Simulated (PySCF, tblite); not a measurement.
# CH₁₁SSi₄ radical, a small gas-phase stand-in for a defect centre (Si site with back bonds [SiH3], C[SiH3], S[SiH3]): EPR parameters

What EPR parameters should one expect for `[SiH3]C[Si]([SiH3])S[SiH3]`? It is drawn as: dangling bond.

Programs: tblite 0.8.0 and PySCF 2.14.0. All values are calculated, for the isolated system unless a continuum is named. Atoms count from 0, parts from 1.

## 1. Starting point

17 atoms, charge 0, multiplicity 2; geometry: distance geometry start.

## 2. Relaxing the cluster with GFN2-xTB

What the job is given:

```
{"job": {"kind": "relax", "xc": "GFN2-xTB", "basis": "xTB"}, "charge": 0, "multiplicity": 2}
Si    -0.025379     1.081401     0.680295
Si     1.088919    -0.484003     1.789598
C     -1.843099     0.869281     0.563242
Si    -2.228099    -0.820485    -0.011668
S      0.933135     1.860178    -1.097182
Si     2.366084     0.755929    -2.312841
H      1.357220    -0.040406     3.091701
H      0.295476    -1.679250     1.862465
H      2.288973    -0.777258     1.109655
H     -2.227877     1.556635    -0.087082
H     -2.272009     1.012963     1.496849
H     -3.643677    -1.001838    -0.095332
H     -1.671551    -1.788983     0.916696
H     -1.670597    -1.035960    -1.291639
H      3.652436     1.361789    -2.187494
H      1.956802     0.768867    -3.653504
H      2.437482    -0.570352    -1.832478
```

Level: GFN2-xTB geometry optimisation, gas phase.

On the command line:

```
OMP_NUM_THREADS=1 python cluster_run.py task.json out
```

One launch serves the whole session: the jobs run in the order shown.

What it wrote:

```text
step      E/eV     max force
  0    -486.26474    2.722
  1    -486.57916    1.520
  2    -486.77549    0.806
  3    -486.83927    0.558
  4    -486.88272    0.418
  5    -486.90851    0.354
  6    -486.92686    0.371
  7    -486.94223    0.351
  8    -486.95772    0.344
  9    -486.97072    0.309
 10    -486.98087    0.254
 11    -486.98981    0.206
 12    -486.99793    0.281
 13    -487.00614    0.350
 14    -487.01568    0.316
 15    -487.02646    0.277
 16    -487.03875    0.254
 17    -487.05157    0.358
 18    -487.06207    0.353
 19    -487.07031    0.244
 20    -487.07841    0.202
 21    -487.08458    0.177
 22    -487.08828    0.153
 23    -487.09087    0.132
 24    -487.09307    0.093
 25    -487.09522    0.118
 26    -487.09715    0.102
 27    -487.09873    0.106
 28    -487.10012    0.107
 29    -487.10142    0.105
 30    -487.10272    0.095
 31    -487.10407    0.100
 32    -487.10553    0.119
 33    -487.10698    0.103
 34    -487.10823    0.076
 35    -487.10931    0.070
 36    -487.11059    0.121
 37    -487.11243    0.170
 38    -487.11487    0.182
 39    -487.11747    0.136
 40    -487.11985    0.126
 41    -487.12226    0.142
 42    -487.12548    0.210
 43    -487.13022    0.253
 44    -487.13519    0.204
 45    -487.13832    0.115
 46    -487.13977    0.074
 47    -487.14060    0.069
 48    -487.14158    0.075
 49    -487.14287    0.100
 50    -487.14418    0.088
 51    -487.14520    0.095
 52    -487.14600    0.063
 53    -487.14676    0.069
 54    -487.14741    0.072
 55    -487.14804    0.067
 56    -487.14866    0.073
 57    -487.14945    0.071
 58    -487.15063    0.113
 59    -487.15212    0.118
 60    -487.15339    0.071
 61    -487.15414    0.062
 62    -487.15474    0.060
 63    -487.15557    0.089
 64    -487.15679    0.107
 65    -487.15836    0.095
 66    -487.15975    0.084
 67    -487.16069    0.070
 68    -487.16140    0.062
 69    -487.16222    0.077
 70    -487.16327    0.063
 71    -487.16488    0.086
 72    -487.16722    0.089
 73    -487.16866    0.085
 74    -487.16951    0.077
 75    -487.17013    0.061
 76    -487.17074    0.053
 77    -487.17150    0.047
 78    -487.17213    0.049
 79    -487.17258    0.049
 80    -487.17302    0.054
 81    -487.17345    0.060
 82    -487.17390    0.044
 83    -487.17428    0.037
 84    -487.17460    0.044
 85    -487.17495    0.071
 86    -487.17542    0.088
 87    -487.17620    0.080
 88    -487.17727    0.076
 89    -487.17820    0.073
 90    -487.17903    0.057
 91    -487.17977    0.071
 92    -487.18046    0.068
 93    -487.18118    0.060
 94    -487.18185    0.061
 95    -487.18260    0.063
 96    -487.18330    0.056
 97    -487.18393    0.056
 98    -487.18423    0.057
 99    -487.18471    0.042
100    -487.18513    0.052
101    -487.18570    0.066
102    -487.18637    0.069
103    -487.18717    0.077
104    -487.18805    0.121
105    -487.18880    0.091
106    -487.18994    0.083
107    -487.19115    0.057
108    -487.19200    0.063
109    -487.19251    0.073
110    -487.19284    0.069
111    -487.19320    0.046
112    -487.19352    0.055
113    -487.19384    0.051
114    -487.19409    0.038
115    -487.19430    0.035
116    -487.19452    0.040
117    -487.19471    0.037
118    -487.19486    0.028
119    -487.19501    0.028
120    -487.19518    0.029
121    -487.19540    0.048
122    -487.19564    0.052
123    -487.19589    0.049
124    -487.19608    0.037
125    -487.19621    0.020
126    -487.19631    0.027
127    -487.19644    0.036
128    -487.19664    0.043
129    -487.19693    0.044
130    -487.19727    0.043
131    -487.19760    0.040
132    -487.19793    0.046
133    -487.19836    0.066
134    -487.19898    0.079
135    -487.19969    0.069
136    -487.20030    0.047
137    -487.20080    0.054
138    -487.20127    0.078
139    -487.20178    0.093
140    -487.20242    0.089
141    -487.20305    0.062
142    -487.20359    0.045
143    -487.20387    0.036
144    -487.20404    0.034
145    -487.20415    0.026
146    -487.20427    0.029
147    -487.20439    0.025
148    -487.20448    0.033
149    -487.20454    0.028
150    -487.20460    0.027
151    -487.20470    0.035
152    -487.20485    0.036
153    -487.20503    0.038
154    -487.20519    0.031
155    -487.20531    0.025
156    -487.20544    0.026
157    -487.20560    0.034
158    -487.20582    0.054
159    -487.20608    0.057
160    -487.20635    0.048
161    -487.20664    0.046
162    -487.20693    0.042
163    -487.20716    0.050
164    -487.20731    0.041
165    -487.20744    0.035
166    -487.20758    0.031
167    -487.20780    0.029
168    -487.20798    0.040
169    -487.20818    0.044
170    -487.20840    0.044
171    -487.20870    0.049
172    -487.20907    0.059
173    -487.20946    0.063
174    -487.20966    0.066
175    -487.21005    0.046
176    -487.21028    0.035
177    -487.21064    0.041
178    -487.21099    0.051
179    -487.21140    0.066
180    -487.21172    0.055
181    -487.21197    0.036
182    -487.21212    0.031
183    -487.21223    0.028
184    -487.21231    0.029
185    -487.21236    0.022
186    -487.21240    0.016
187    -487.21243    0.014
188    -487.21245    0.014
189    -487.21247    0.013
190    -487.21249    0.012
191    -487.21252    0.015
192    -487.21256    0.024
193    -487.21259    0.024
194    -487.21262    0.014
195    -487.21264    0.009
196    -487.21266    0.013
197    -487.21268    0.019
198    -487.21271    0.020
199    -487.21273    0.014
200    -487.21274    0.012
201    -487.21274    0.012
202    -487.21310    0.008
```

It took 22 s on 1 thread of Arm Neoverse N1, shared host.

Step by step:

| step | energy from step 0 (eV) | largest force (eV/Å) |
| --- | --- | --- |
| 0 | 0.0000 | 2.7210 |
| 8 | -0.6930 | 0.3431 |
| 16 | -0.7740 | 0.2538 |
| 24 | -0.8283 | 0.0923 |
| 32 | -0.8408 | 0.1193 |
| 40 | -0.8551 | 0.1256 |
| 48 | -0.8768 | 0.0749 |
| 56 | -0.8839 | 0.0733 |
| 64 | -0.8920 | 0.1067 |
| 72 | -0.9025 | 0.0896 |
| 80 | -0.9083 | 0.0544 |
| 88 | -0.9125 | 0.0762 |
| 96 | -0.9186 | 0.0563 |
| 104 | -0.9233 | 0.1202 |
| 112 | -0.9288 | 0.0542 |
| 120 | -0.9304 | 0.0290 |
| 128 | -0.9319 | 0.0435 |
| 136 | -0.9356 | 0.0470 |
| 144 | -0.9393 | 0.0340 |
| 152 | -0.9401 | 0.0356 |
| 160 | -0.9416 | 0.0479 |
| 168 | -0.9432 | 0.0398 |
| 176 | -0.9455 | 0.0343 |
| 184 | -0.9476 | 0.0287 |
| 192 | -0.9478 | 0.0240 |
| 200 | -0.9480 | 0.0121 |
| 202 | -0.9484 | 0.0082 |

Close pairs (by a distance rule), those that changed most:

| bond | before (Å) | after (Å) | change (Å) |
| --- | --- | --- | --- |
| Si0–Si1 | 2.219 | 2.305 | +0.086 |
| C2–Si3 | 1.826 | 1.909 | +0.083 |
| Si0–C2 | 1.834 | 1.909 | +0.076 |
| C2–H9 | 1.021 | 1.090 | +0.069 |
| Si1–H6 | 1.402 | 1.466 | +0.064 |
| Si1–H8 | 1.410 | 1.470 | +0.059 |
| C2–H10 | 1.037 | 1.091 | +0.053 |
| S4–Si5 | 2.180 | 2.128 | -0.051 |

## 3. Relaxing the molecule at PBE0-D3(BJ)/def2-SVP

What the job is given:

```
{"job": {"xc": "PBE0", "basis": "def2-SVP", "d3": "d3bj", "grid": 2, "kind": "geom", "shake": 0.01}, "charge": 0, "multiplicity": 2}
Si     0.112247     0.878462     0.415661
Si     1.256710    -0.699716     1.585428
C     -1.830847     0.894731     0.564281
Si    -2.622905    -0.769104     0.185468
S      0.331666     0.737866    -1.788620
Si     2.434468     0.686773    -2.096302
H      0.807787    -0.585894     2.973929
H      1.229385    -2.119303     1.244315
H      2.683435    -0.323612     1.578835
H     -2.230487     1.648695    -0.085225
H     -2.084393     1.196192     1.595808
H     -4.096729    -0.619946     0.382463
H     -2.175635    -1.757927     1.130202
H     -2.386100    -1.182230    -1.173627
H      3.035909     1.813313    -1.416009
H      2.573612     0.758955    -3.531608
H      2.952362    -0.557455    -1.544912
```

What it wrote:

```text
step   0  E = -1599.69976009  max force = 0.028422
step   1  E = -1599.71166889  max force = 0.006837
step   2  E = -1599.71233473  max force = 0.002131
step   3  E = -1599.71251434  max force = 0.000638
step   4  E = -1599.71256903  max force = 0.000696
step   5  E = -1599.71260158  max force = 0.000462
step   6  E = -1599.71261115  max force = 0.000210
optimisation converged
```

Wall time 5.1 min (1 thread of Arm Neoverse N1, shared host); peak memory 0.88 GiB.

The steps of the relaxation:

| step | energy from step 0 (eV) | largest force component (eV/Å) |
| --- | --- | --- |
| 0 | 0.0000 | 1.4615 |
| 1 | -0.3241 | 0.3516 |
| 2 | -0.3422 | 0.1096 |
| 3 | -0.3471 | 0.0328 |
| 4 | -0.3485 | 0.0358 |
| 5 | -0.3494 | 0.0238 |
| 6 | -0.3497 | 0.0108 |

Distances of close pairs at the start and the end, largest changes first:

| bond | before (Å) | after (Å) | change (Å) |
| --- | --- | --- | --- |
| Si0–Si1 | 2.273 | 2.356 | +0.083 |
| Si0–C2 | 1.949 | 1.887 | -0.062 |
| Si0–S4 | 2.220 | 2.162 | -0.057 |
| Si3–H12 | 1.439 | 1.496 | +0.057 |
| Si3–H13 | 1.440 | 1.492 | +0.052 |
| Si5–H14 | 1.447 | 1.493 | +0.046 |
| Si5–H15 | 1.444 | 1.489 | +0.046 |
| Si5–H16 | 1.456 | 1.493 | +0.037 |

The end geometry stands in the next job.

| at the end point | value |
| --- | --- |
| point group (found at 0.08 Å tolerance) | C1 |
| rotational constants (GHz, main isotopes) | 1.588, 0.759, 0.599 |
| dipole moment (D) | 0.85 |
| ⟨S²⟩ | 0.753 |

## 4. EPR parameters: B3LYP/IGLO-III+pcH-1

What the job is given:

```
{"job": {"kind": "epr"}, "charge": 0, "multiplicity": 2}
Si     0.021592     1.037099     0.275835
Si     1.222595    -0.602130     1.468731
C     -1.838675     0.928804     0.572422
Si    -2.571358    -0.784669     0.263610
S      0.274703     0.848714    -1.863453
Si     2.409269     0.611235    -1.981365
H      0.729721    -0.580523     2.881484
H      1.050121    -1.978385     0.905943
H      2.677646    -0.261355     1.463191
H     -2.344289     1.669511    -0.070412
H     -2.037312     1.214919     1.619913
H     -4.041961    -0.790474     0.540638
H     -1.915061    -1.772190     1.175430
H     -2.338193    -1.206152    -1.148280
H      3.108090     1.673403    -1.199566
H      2.759206     0.716192    -3.425282
H      2.823894    -0.724846    -1.458957
```

Level: UKS B3LYP, IGLO-III on C S Si, pcH-1 on H, non-relativistic, mean-field spin-orbit, GIAO.

What it wrote:

```text
UKS, coarse grid
  cycle   1  E = -1601.00593153  |g| = 3.61e-01
  cycle   2  E = -1600.95597194  |g| = 4.40e-01
  cycle   3  E = -1601.05719463  |g| = 7.75e-02
  cycle   4  E = -1601.06036906  |g| = 1.64e-02
  cycle   5  E = -1601.06050424  |g| = 6.36e-03
  cycle   6  E = -1601.06052879  |g| = 2.21e-03
  cycle   7  E = -1601.06053208  |g| = 7.69e-04
UKS, final grid
  cycle   1  E = -1601.06049893  |g| = 1.05e-03
  cycle   2  E = -1601.06049802  |g| = 1.66e-03
  cycle   3  E = -1601.06049958  |g| = 8.88e-05
  cycle   4  E = -1601.06049958  |g| = 2.74e-05
E = -1601.06049958 Eh   <S^2> = 0.7529 (exact 0.7500)
g shifts (ppm)      1          2          3
  rmc          -156       -156       -156
  gc              6         65         60
  oz_so        -124       2844       7579
  total        -275       2753       7482
hyperfine (MHz)  atom isotope    a_iso     a_fc   dipolar eigenvalues
    0  29Si    -501.85    -502.65   -138.62     68.32     70.30
    1  29Si     -91.12     -91.28    -19.76      8.37     11.39
    2   13C      10.95      10.91     -4.41     -4.10      8.50
    3  29Si     -40.76     -40.82     -7.80      3.47      4.33
    4   33S       7.36       7.39    -12.72    -11.44     24.16
    5  29Si      -1.35      -1.38     -0.96      0.23      0.73
    6    1H      -2.87      -2.87     -2.49     -1.12      3.61
    7    1H      60.12      60.11     -2.46     -0.13      2.59
    8    1H      -5.65      -5.66     -2.50     -1.18      3.68
    9    1H       7.04       7.03     -3.75     -2.01      5.76
   10    1H       5.72       5.71     -3.85     -2.07      5.91
   11    1H      20.08      20.08     -1.06     -0.45      1.51
   12    1H      -0.79      -0.79     -1.72     -0.50      2.22
   13    1H      -1.19      -1.19     -1.33     -0.56      1.88
   14    1H       2.22       2.21     -1.84     -1.31      3.15
   15    1H      -1.23      -1.23     -1.04     -0.68      1.72
   16    1H       0.24       0.24     -1.15     -0.79      1.94
```

Wall time 4.6 min (1 thread of Arm Neoverse N1, shared host); peak memory 1.6 GiB.

Principal g values 2.00204, 2.00507, 2.00980; g(iso) = 2.00564, against 2.00232 for a free electron.

Hyperfine couplings, nucleus by nucleus at this fixed geometry (no averaging over rotations):

| nuclei | isotope | a(iso) (MHz) | a(iso) (G, at g = 2.0023) | largest dipolar term (MHz) |
| --- | --- | --- | --- | --- |
| Si0 | 29Si | -501.8 | -179.1 | -138.6 |
| Si1 | 29Si | -91.1 | -32.5 | -19.8 |
| H7 | 1H | 60.1 | 21.5 | 2.6 |
| Si3 | 29Si | -40.8 | -14.5 | -7.8 |
| H11 | 1H | 20.1 | 7.2 | 1.5 |
| C2 | 13C | 11.0 | 3.9 | 8.5 |
| S4 | 33S | 7.4 | 2.6 | 24.2 |
| H9 | 1H | 7.0 | 2.5 | 5.8 |
| H10 | 1H | 5.7 | 2.0 | 5.9 |
| H8 | 1H | -5.7 | -2.0 | 3.7 |
| H6 | 1H | -2.9 | -1.0 | 3.6 |
| H14 | 1H | 2.2 | 0.8 | 3.2 |
| Si5 | 29Si | -1.3 | -0.5 | -1.0 |
| H15 | 1H | -1.2 | -0.4 | 1.7 |

Mulliken spin populations:

Si0 0.77; Si1 0.06; C2 -0.01; Si3 0.03; S4 0.10; Si5 0.00; H6 0.00; H7 0.03; H8 0.00; H9 0.00; H10 0.00; H11 0.01; H12 0.00; H13 0.00; H14 0.00; H15 0.00; H16 0.00

In first order the couplings over 0.8 MHz of 1H give 512 distinct lines over 37.9 G.

The fields below are evaluated on a grid from the run's orbitals.

ELF in a plane through or near 4 of the atoms.

Ten even steps from ' ' (0.00) to '@' (1.00):
```
                                                        
                                                        
                                                        
                                                        
        ::%%##..      ..::..      ....                  
      ==@@@@@@==    ::++++--    --@@%%--                
      **@@@@@@++    ==**##++  ..@@@@@@##....====        
      ::++##**--....--**##==  --@@@@@@%%--**@@@@**      
          ..--**++....--==..  ::@@@@%%----@@@@@@%%..    
          ++@@@@@@##            ::==::  ::##@@@@**      
        ..@@@@@@@@@@            ..##@@@@##::::::..      
          %%@@@@@@--  ..++**--  ..@@@@@@@@--            
          ..==--    ..%%@@@@@@..  %%@@@@@@==            
                    ::@@@@@@@@==    %%@@%%..            
                    ..**@@@@@@::                        
                      ..--==::                          
                                                        
                                                        
                                                        
                                                        
```
The map spans 13.2 Å across and 11.1 Å up, centred on the molecule. Atoms in the plane (x, y in Å): H7 (-0.4, -1.9), H12 (2.4, -0.9), H13 (1.9, 1.4), H16 (-3.0, -0.1).

On the surface of density 0.002 e/bohr³ the electrostatic potential runs, from the 1st to the 99th percentile, from -0.55 V near S4 to 1.10 V near H10.

The spin density lies nearest to Si0 62 %; S4 12 %; Si1 7 %.

## 5. g tensor and hyperfine couplings: BHandHLYP/IGLO-III+pcH-1

Settings changed since step 4:

```diff
@@ -1,2 +1,2 @@
-{"job": {"kind": "epr"}, "charge": 0, "multiplicity": 2}
+{"job": {"kind": "epr", "xc": "BHandHLYP"}, "charge": 0, "multiplicity": 2}
 Si     0.021592     1.037099     0.275835
```

Level: UKS BHandHLYP, IGLO-III on C S Si, pcH-1 on H, non-relativistic, mean-field spin-orbit, GIAO.

What it wrote:

```text
UKS, coarse grid
  cycle   1  E = -1600.86345075  |g| = 2.90e-01
  cycle   2  E = -1600.88467938  |g| = 2.26e-01
  cycle   3  E = -1600.91092659  |g| = 4.84e-02
  cycle   4  E = -1600.91238816  |g| = 1.02e-02
  cycle   5  E = -1600.91249653  |g| = 3.14e-03
  cycle   6  E = -1600.91251100  |g| = 1.40e-03
  cycle   7  E = -1600.91251398  |g| = 6.27e-04
UKS, final grid
  cycle   1  E = -1600.91249167  |g| = 6.11e-04
  cycle   2  E = -1600.91249175  |g| = 6.30e-04
  cycle   3  E = -1600.91249198  |g| = 7.81e-05
  cycle   4  E = -1600.91249201  |g| = 3.70e-05
  cycle   5  E = -1600.91249201  |g| = 7.03e-06
E = -1600.91249201 Eh   <S^2> = 0.7547 (exact 0.7500)
g shifts (ppm)      1          2          3
  rmc          -157       -157       -157
  gc              6         66         61
  oz_so        -142       2470       6805
  total        -293       2379       6709
hyperfine (MHz)  atom isotope    a_iso     a_fc   dipolar eigenvalues
    0  29Si    -542.17    -543.02   -146.11     71.47     74.64
    1  29Si     -91.56     -91.71    -19.95      7.92     12.03
    2   13C      12.33      12.29     -4.22     -3.95      8.17
    3  29Si     -39.41     -39.47     -7.47      3.14      4.34
    4   33S       9.91       9.94    -12.08    -10.70     22.77
    5  29Si      -1.03      -1.06     -0.91      0.16      0.75
    6    1H      -3.07      -3.07     -2.47     -1.16      3.63
    7    1H      59.40      59.39     -2.36     -0.15      2.51
    8    1H      -6.87      -6.87     -2.52     -1.23      3.75
    9    1H       6.76       6.75     -3.80     -2.15      5.95
   10    1H       5.89       5.88     -3.89     -2.23      6.11
   11    1H      18.74      18.74     -0.99     -0.45      1.44
   12    1H      -0.79      -0.79     -1.70     -0.56      2.26
   13    1H      -1.34      -1.34     -1.30     -0.63      1.92
   14    1H       1.21       1.21     -1.85     -1.39      3.24
   15    1H      -1.25      -1.25     -1.00     -0.67      1.68
   16    1H      -0.29      -0.29     -1.14     -0.83      1.96
```

Wall time 4.8 min (1 thread of Arm Neoverse N1, shared host); peak memory 1.6 GiB.

In short: g(iso) 2.00525.

## 6. Side by side: EPR parameters

g, ⟨S²⟩ and isotropic hyperfine couplings (MHz), with basis size and wall time:

| run | g(iso) | ⟨S²⟩ | 29Si Si0 | 29Si Si1 | 1H H7 | 29Si Si3 | 1H H11 | functions | time |
| --- | --- | --- | --- | --- | --- | --- | --- | --- | --- |
| B3LYP/IGLO-III+pcH-1 | 2.00564 | 0.753 | -501.8 | -91.1 | 60.1 | -40.8 | 20.1 | 365 | 4.6 min |
| BHandHLYP/IGLO-III+pcH-1 | 2.00525 | 0.755 | -542.2 | -91.6 | 59.4 | -39.4 | 18.7 | 365 | 4.8 min |

## 7. Summary of results

| quantity | value |
| --- | --- |
| point group | C1 |
| rotational constants (main isotopes) | 1.59, 0.76, 0.60 GHz |
| g(iso) (B3LYP) | 2.00564 |
| ⟨S²⟩ | 0.753 (exact 0.75) |
| largest a(iso) | 29Si on Si0, -501.8 MHz |
| potential on the surface of density 0.002 e/bohr³, 1st and 99th percentile | -0.55 V and 1.10 V |

What this shows: The start of the PBE0/def2-SVP relaxation was shaken at random by about 0.01 Å, so part of the energy gained, and of the first lengths quoted, undoes that. The optimisation took 6 steps and gained 0.350 eV; among the close pairs (by a distance rule), Si0–Si1 changed most, from 2.273 to 2.356 Å (PBE0/def2-SVP). No frequency check was run at this level, so the end point may be a saddle. Si0 carries the largest spin population, 0.77 e. The isotropic g lies 3.3 ppt above the free-electron value. The coupling of 29Si on Si0 runs from -542.2 (BHandHLYP/IGLO-III+pcH-1) to -501.8 MHz (B3LYP/IGLO-III+pcH-1). A capped cluster stands for the solid here, so long-range fields and strain are missing, and bands or shifts of the capping hydrogens have no counterpart in it.
